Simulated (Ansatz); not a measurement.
# Cl₂FH₂HfN: a ladder of functionals and wavefunction methods

One table from this session's results is given with a row withheld; the runs are named, their logs left out.

Program: Ansatz 0.2.0, Gaussian basis. Level of theory: functionals in def2-TZVPP, the program's frozen cores in correlated methods. These are calculated values, not measurements.

The runs, in order: LDA (SPW92), PBE-D4, revPBE-D4, BLYP-D4, r2SCAN-D4, B97M-V, PBE0-D4, B3LYP-D4, r2SCANh-D4, r2SCAN0-D4, HSE06-D4, BHLYP-D4, CAM-B3LYP-D4, LC-ωPBE, ωB97X-V, ωB97M-V, B2PLYP, PBE-QIDH; CCSD(T)/def2-SVP; CCSD(T)/def2-TZVPP; MP2/def2-QZVPP; extrapolation to the limit; RPA on PBE.

## The relaxed structure

The geometry comes from an earlier relaxation with PBE0-D4 in a triple-zeta def2 set; it is a stationary point, not always the lowest conformer. Hf takes the def2 core potential; no spin-orbit term is included.

SMILES `[NH2][Hf]([F])([Cl])[Cl]`, 7 atoms, charge 0, spin multiplicity 1.

Atoms are counted from 1 here; the program's logs count them from 0.

Bond lengths: N1–Hf2 2.001 Å, N1–H6 1.011 Å, N1–H7 1.011 Å, Hf2–F3 1.892 Å, Hf2–Cl4 2.349 Å, Hf2–Cl5 2.349 Å. Angles: Hf2–N1–H6 125.8°, Hf2–N1–H7 125.2°, H6–N1–H7 109.0°, N1–Hf2–F3 105.6°, N1–Hf2–Cl4 109.0°, N1–Hf2–Cl5 109.0°, F3–Hf2–Cl4 111.9°, F3–Hf2–Cl5 111.9°, Cl4–Hf2–Cl5 109.3°.

Set-up of the first run:

Input file in.yaml:

```yaml
crystal:
  periodic: [false, false, false]
  atoms:
    - {symbol: N, position_ang: [-0.113441, 1.251052, 0.058827]}
    - {symbol: Hf, position_ang: [-0.009344, -0.742334, -0.076959]}
    - {symbol: F, position_ang: [-1.688510, -1.294630, -0.750222]}
    - {symbol: Cl, position_ang: [0.418086, -1.633134, 2.054159]}
    - {symbol: Cl, position_ang: [1.747659, -1.320651, -1.524853]}
    - {symbol: H, position_ang: [0.623128, 1.860586, 0.388062]}
    - {symbol: H, position_ang: [-0.916279, 1.811111, -0.194614]}
basis:
  gaussian: {orbitals: def2-TZVPP}
hamiltonian: {xc: lda}
output: {orbitals: {seedname: orbitals}}
```

Among the steps run: LDA; PBE-D4 (GGA); revPBE-D4 (GGA); BLYP-D4 (GGA); r2SCAN-D4 (meta-GGA); B97M-V (meta-GGA); PBE0-D4 (hybrid); B3LYP-D4 (hybrid); r2SCANh-D4 (hybrid); r2SCAN0-D4 (hybrid); HSE06-D4 (hybrid); BHLYP-D4 (hybrid); CAM-B3LYP-D4 (range-separated); LC-ωPBE-D4 (range-separated; the results give it without D4); ωB97X-V (range-separated); ωB97M-V (range-separated); B2PLYP (double hybrid); PBE-QIDH (double hybrid).

One table of the session follows, with a row left open; its other results are not shown here.

It belongs to the step «Orbital energies across the functionals». 

| functional | HOMO (eV) | gap (eV) |
| --- | --- | --- |
| LDA (SPW92) | -7.09 | 4.69 |
| PBE-D4 | -6.89 | 4.76 |
| revPBE-D4 | -6.81 | 4.79 |
| BLYP-D4 | -6.74 | 4.75 |
| r2SCAN-D4 | -7.21 | 5.30 |
| B97M-V | ? | ? |
| PBE0-D4 | -8.29 | 7.05 |
| B3LYP-D4 | -8.03 | 6.56 |
| r2SCANh-D4 | -7.73 | 6.14 |
| r2SCAN0-D4 | -8.52 | 7.41 |
| HSE06-D4 | -7.89 | 6.26 |
| BHLYP-D4 | -9.57 | 9.36 |
| CAM-B3LYP-D4 | -9.69 | 9.58 |
| LC-ωPBE | -11.12 | 12.21 |
| ωB97X-V | -10.72 | 11.71 |
| ωB97M-V | -10.59 | 11.36 |

**Question.** Estimate the row for B97M-V.

As computed: HOMO (eV): -7.24; gap (eV): 5.39. In the column «HOMO (eV)» it lies between r2SCANh-D4 (-7.73) and r2SCAN-D4 (-7.21).
